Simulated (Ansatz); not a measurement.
# CH5PSe, SMILES C[Se]P: energies of removing a hydrogen

Program: Ansatz's Python interface.

At the Python prompt:
```pycon
>>> import ansatz
>>> BASIS = "def2-SVP"
>>> FUNCTIONAL = "PBE0"
>>> VDW = "d3bj"
>>> def single_point(molecule, charge=0, unpaired=0):
...     calc = (
...         molecule.calculation()
...         .basis(gaussian=BASIS)
...         .functional(FUNCTIONAL, dispersion=VDW)
...     )
...     if charge:
...         calc = calc.charge(charge)
...     if unpaired:
...         calc = calc.spin("collinear", total=unpaired)
...     report = calc.run(threads=1).report
...     if report["published_state_doubts"]:
...         print("  doubts:", report["published_state_doubts"])
...     return report["free_energy_ev"]
...
>>> def without(molecule, index):
...     rest = ansatz.Crystal.molecule()
...     for i, site in enumerate(molecule.cartesian_sites):
...         if i != index:
...             rest = rest.atom(site.symbol, site.position_ang)
...     return rest
...
>>> geometry_ang = [
...     ("C", (-0.7725, 0.9209, -0.4101)),
...     ("Se", (0.6656, 0.7735, 0.8136)),
...     ("P", (1.1682, -1.2733, -0.066)),
...     ("H", (-1.4779, 0.1579, -0.2618)),
...     ("H", (-0.4473, 0.9237, -1.4845)),
...     ("H", (-1.3204, 1.9563, -0.2465)),
...     ("H", (2.1583, -1.5895, 1.0214)),
...     ("H", (0.118, -1.9265, 0.5781)),
... ]
>>> mol = ansatz.Crystal.molecule()
>>> for symbol, xyz in geometry_ang:
...     mol = mol.atom(symbol, xyz)
...
>>> whole = single_point(mol, 0)
>>> hydrogen = single_point(ansatz.Crystal.molecule().atom("H", (0, 0, 0)), 0, 1)
>>> print(f"E(molecule) = {whole:.5f} eV, E(H) = {hydrogen:.5f} eV")
E(molecule) = -75732.50592 eV, E(H) = -13.61361 eV
>>> for index in [5, 7]:
...     radical = single_point(without(mol, index), 0, 1)
...     print(f"H{index}: homolysis {96.485332 * (radical + hydrogen - whole):.1f} kJ/mol")
...     anion = single_point(without(mol, index), -1)
...     print(f"H{index}: loss of a proton {96.485332 * (anion - whole):.1f} kJ/mol")
...
H5: homolysis 455.4 kJ/mol
H5: loss of a proton 1696.3 kJ/mol
H7: homolysis 307.3 kJ/mol
H7: loss of a proton 1567.2 kJ/mol
```

The settings weren't tested for convergence. The geometry is a force-field or estimated start, not a minimum of this method, and the basis set is short of its limit. All parts are taken at fixed geometry, without zero-point energy. The spin-orbit lowering of heavy atoms is left out. Anions want diffuse functions, which this basis lacks. The whole script took 14 s on 1 thread of Arm Neoverse V2 (shared host), peak memory 0.29 GiB.
